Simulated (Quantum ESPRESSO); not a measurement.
Runs of Quantum ESPRESSO 7.5 on Be2C3. It takes space group C2/m (No. 12, monoclinic). Conventional cell: a = 4.449 Å, b = 4.328 Å, c = 4.592 Å, α = 90.00°, β = 104.25°, γ = 90.00°. Be (site symmetry m) has 6 C at 2.06 to 2.35 Å as nearest neighbours. Around C (site symmetry m) lie 1 C at 1.23 Å. Around C (site symmetry 2/m) lie 2 C at 1.23 Å. The cell was built by a generator and needn't be a form met in nature.

```csv
task,level,potentials or basis,cell,k mesh,cutoff (eV),smearing,most ionic steps,forc conv thr,etot conv thr,ion dynamics,cell dynamics,gap on the mesh (eV),pressure (GPa),largest force (eV/Å)
relaxation of cell and atoms,PBEsol,GBRV 1.5 LDA,relaxed to 0.3 kbar,6 × 6 × 4,612,methfessel-paxton 0.1 eV,40,0.0004 Ry/bohr,1e-05 Ry,bfgs,bfgs,0.61,1.5,-
single point,PBE,SSSP 1.3 efficiency PBE,as given,9 × 9 × 6,748,fermi-dirac 0.05 eV,-,-,-,-,-,0.53,(a),8.45
single point,vdW-DF,SPMS 1.0 PBE,as given,9 × 9 × 6,952,gaussian 0.05 eV,-,-,-,-,-,(b),-,8.41
projected density of states,PBE+D2,PseudoDojo 0.4.1 SR PBEsol standard,as given,9 × 9 × 6,1197,methfessel-paxton 0.2 eV,-,-,-,-,-,0.53,1.4,8.50
```

Alike in all rows: no spin polarisation.

Task: Estimate the missing entries.

Result: (a) 4.0; (b) 0.66.

Caveats: the potentials were made for another functional, which shifts forces and pressure (some runs); an odd mesh through Γ misses points on the zone boundary, where band edges often lie (some runs); this smearing can shift energies of a crystal with a gap (some runs); forces of over 1 eV/Å show positions far from the minimum, so gaps and moduli don't describe the material at rest (some runs).
